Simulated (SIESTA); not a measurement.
Runs of SIESTA 5.4.2 on GaGe3. It takes space group Pm-3m (No. 221, cubic). The conventional cell has a = 4.278 Å, b = 4.278 Å, c = 4.278 Å, α = 90.00°, β = 90.00°, γ = 90.00°. Ge (site symmetry 4/mmm) is surrounded by 8 Ge at 3.03 Å and 4 Ga at 3.03 Å. Ga (site symmetry m-3m) is surrounded by 12 Ge at 3.03 Å. The cell comes from a database or a generator and needn't be the stable form of this composition.

| potentials or basis | gap on the mesh (eV) | pressure (GPa) |
| --- | --- | --- |
| PseudoDojo 0.4 standard (PBEsol files), TZDP (energy shift 0.003 Ry; two zetas on semicore shells) | none | (b) |
| PseudoDojo 0.4 standard (PBEsol files), DZ (energy shift 0.003 Ry; two zetas on semicore shells) | none | -0.6 |
| PseudoDojo 0.4 standard (PBEsol files), SZ (energy shift 0.003 Ry) | none | (a) |
| PseudoDojo 0.4 standard (PBEsol files), TZP (energy shift 0.003 Ry; two zetas on semicore shells) | none | -2.8 |
| PseudoDojo 0.4 standard (PBEsol files), DZP (energy shift 0.003 Ry; two zetas on semicore shells) | none | -3.0 |
| PseudoDojo 0.4 standard (PBEsol files), SZP (energy shift 0.003 Ry) | none | 0.5 |

Alike in all rows: task band structure; level PBEsol; no spin polarisation; cell as given; k mesh 6 × 6 × 6; smearing fermi-dirac 0.05 eV; grid cutoff 800 Ry; energy shift 0.003 Ry.

Task: Estimate the missing entries.

Result: (a) 8.0; (b) -2.9.

Caveats: the basis of atomic orbitals isn't converged, which shifts pressures, moduli and gaps; the basis has no polarisation orbitals (some runs).

A k mesh can miss the band edges, and the runs leave out spin-orbit coupling on Ga, Ge.

A gap of «none» marks a metal or a gap under the smearing width.
